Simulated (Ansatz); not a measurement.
# CH5FSZn: the cost of one run

Program: Ansatz 0.2.0. Level of theory: RKS revPBE-D4/def2-SVP. These are calculated values, not measurements.

## Step 1: Starting point

Bond lengths: Zn1–F2 2.128 Å, Zn1–C3 2.006 Å, Zn1–S5 2.653 Å, C3–H6 1.083 Å, C3–H7 1.083 Å, C3–H8 1.082 Å, S5–H9 1.328 Å. Angles: F2–Zn1–C3 118.7°, F2–Zn1–S5 71.7°, C3–Zn1–S5 169.2°, Zn1–C3–H6 109.7°, Zn1–C3–H7 107.3°, Zn1–C3–H8 112.6°, H6–C3–H7 108.9°, H6–C3–H8 109.0°, H7–C3–H8 109.3°, Zn1–S5–H9 93.1°.

Coordinates:

```xyz
9

Zn    0.0276    0.3064    0.0854
F     1.1924   -1.2454    0.9603
C    -0.2864    0.2770   -1.8957
H     0.9760   -0.6941    2.0048
S     0.0765    0.6821    2.7115
H     0.5867    0.6606   -2.4093
H    -0.4359   -0.7564   -2.1829
H    -1.1507    0.8587   -2.1875
H    -0.9862   -0.0889    2.9135
```

## Step 2: Pulling towards end A

Springs on the bonds that form and break draw the guess towards this end; the thresholds are loose.

Contents of input.yaml:

```yaml
crystal:
  periodic: [false, false, false]
  atoms:
    - { symbol: Zn, position_ang: [0.0276, 0.3064, 0.0854] }
    - { symbol: F, position_ang: [1.1924, -1.2454, 0.9603] }
    - { symbol: C, position_ang: [-0.2864, 0.277, -1.8957] }
    - { symbol: H, position_ang: [0.976, -0.6941, 2.0048] }
    - { symbol: S, position_ang: [0.0765, 0.6821, 2.7115] }
    - { symbol: H, position_ang: [0.5867, 0.6606, -2.4093] }
    - { symbol: H, position_ang: [-0.4359, -0.7564, -2.1829] }
    - { symbol: H, position_ang: [-1.1507, 0.8587, -2.1875] }
    - { symbol: H, position_ang: [-0.9862, -0.0889, 2.9135] }
basis:
  gaussian: { orbitals: def2-SVP }
hamiltonian:
  xc: revpbe
  dispersion: d4
relax:
  f_tol: 0.15
  max_steps: 25
  restrain:
    - { distance: [0, 4], at: 3.57, k: 30.0 }
    - { distance: [3, 1], at: 2.18, k: 30.0 }
    - { distance: [0, 1], at: 1.79, k: 30.0 }
    - { distance: [3, 4], at: 1.36, k: 30.0 }
```

Command:

```sh
> ansatz run input.yaml --threads 2 --pin off --max-ram 3072MiB --backend cpu --events-out ev --progress --plain --runs-dir out
```

Q: Estimate wall time and peak memory on 2 threads of Intel Xeon 6975P-C (Granite Rapids), shared host.

About 12 s, with a peak of 0.17 GiB.
